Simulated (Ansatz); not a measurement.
**CH₇BOSSi: one species, many methods**

One table from this session's results is given with a row withheld; the runs are named, their logs left out.

The runs use Ansatz 0.2.0, Gaussian basis; functionals in def2-TZVPP, the program's frozen cores in correlated methods.

Plan: LDA (SPW92), PBE-D4, revPBE-D4, BLYP-D4, r2SCAN-D4, B97M-V, PBE0-D4, B3LYP-D4, r2SCANh-D4, r2SCAN0-D4, HSE06-D4, BHLYP-D4, CAM-B3LYP-D4, LC-ωPBE, ωB97X-V, ωB97M-V, B2PLYP, PBE-QIDH; CCSD(T)/def2-SVP; CCSD(T)/def2-TZVPP; MP2/def2-QZVPP; extrapolation to the limit; RPA on PBE.

## Structure used throughout

All runs share one geometry, relaxed beforehand with PBE0-D4 in a triple-zeta def2 set.

12 atoms, charge 0, spin multiplicity 1.

Atoms are counted from 1 here; the program's logs count them from 0.

Bond lengths: C1–S2 1.808 Å, C1–H6 1.089 Å, C1–H7 1.089 Å, C1–H8 1.089 Å, S2–B3 1.799 Å, B3–O4 1.352 Å, B3–H9 1.199 Å, O4–Si5 1.654 Å, Si5–H10 1.484 Å, Si5–H11 1.481 Å, Si5–H12 1.484 Å. Angles: S2–C1–H6 109.8°, S2–C1–H7 109.3°, S2–C1–H8 109.2°, H6–C1–H7 109.6°, H6–C1–H8 109.6°, H7–C1–H8 109.3°, C1–S2–B3 102.8°, S2–B3–O4 121.0°, S2–B3–H9 119.3°, O4–B3–H9 119.6°, B3–O4–Si5 135.1°, O4–Si5–H10 110.0°, O4–Si5–H11 106.8°, O4–Si5–H12 109.9°, H10–Si5–H11 110.2°, H10–Si5–H12 109.8°, H11–Si5–H12 110.2°.

The first run:

in.yaml reads:

```yaml
crystal:
  periodic: [false, false, false]
  atoms:
    - {symbol: C, position_ang: [-2.147360, 0.422837, 1.388459]}
    - {symbol: S, position_ang: [-0.479993, 0.705990, 0.748957]}
    - {symbol: B, position_ang: [-0.236836, -0.689581, -0.359932]}
    - {symbol: O, position_ang: [0.918091, -0.841563, -1.045650]}
    - {symbol: Si, position_ang: [2.333851, 0.006358, -1.158906]}
    - {symbol: H, position_ang: [-2.569190, -0.472627, 0.934429]}
    - {symbol: H, position_ang: [-2.102199, 0.298162, 2.469514]}
    - {symbol: H, position_ang: [-2.772719, 1.282294, 1.150554]}
    - {symbol: H, position_ang: [-1.114349, -1.495716, -0.490656]}
    - {symbol: H, position_ang: [2.962841, 0.125287, 0.180422]}
    - {symbol: H, position_ang: [3.215508, -0.755288, -2.072471]}
    - {symbol: H, position_ang: [2.069357, 1.358647, -1.710817]}
basis:
  gaussian: {orbitals: def2-TZVPP}
hamiltonian: {xc: lda}
output: {orbitals: {seedname: orbitals}}
```

Run with:

```sh
$ ansatz run in.yaml --threads 4 --pin off --events-out ev --progress --plain --max-ram 10444MiB
```

Steps of the session up to this table: LDA; PBE-D4 (GGA); revPBE-D4 (GGA); BLYP-D4 (GGA); r2SCAN-D4 (meta-GGA); B97M-V (meta-GGA); PBE0-D4 (hybrid); B3LYP-D4 (hybrid); r2SCANh-D4 (hybrid); r2SCAN0-D4 (hybrid); HSE06-D4 (hybrid); BHLYP-D4 (hybrid); CAM-B3LYP-D4 (range-separated); LC-ωPBE (range-separated); ωB97X-V (range-separated); ωB97M-V (range-separated); B2PLYP (double hybrid); PBE-QIDH (double hybrid).

One of the session's tables, all rows but one given; the rest of the session is left out.

It belongs to the step «Frontier levels by functional». 

```
  functional  HOMO (eV)  gap (eV)
 LDA (SPW92)      -6.31      4.91
      PBE-D4      -6.18      5.03
   revPBE-D4      -6.12      5.08
     BLYP-D4          ?         ?
   r2SCAN-D4      -6.43      5.60
      B97M-V      -6.54      5.67
     PBE0-D4      -7.35      7.15
    B3LYP-D4      -7.11      6.71
  r2SCANh-D4      -6.87      6.37
  r2SCAN0-D4      -7.52      7.51
    HSE06-D4      -6.95      6.37
    BHLYP-D4      -8.38      9.21
CAM-B3LYP-D4      -8.65      9.53
     LC-ωPBE     -10.02     12.04
     ωB97X-V      -9.67     11.61
     ωB97M-V      -9.53     11.24
```

Estimate the missing values for BLYP-D4.

Worked estimate for «HOMO (eV)». Against the share of exact exchange, B3LYP-D4 (0.2, -7.11), BHLYP-D4 (0.5, -8.38) give a slope of -4.23 per unit share; at 0 the line stands at -6.26.

**Answer.** HOMO (eV): -6.01; gap (eV): 5.03. In «HOMO (eV)» the line misses by -0.25.
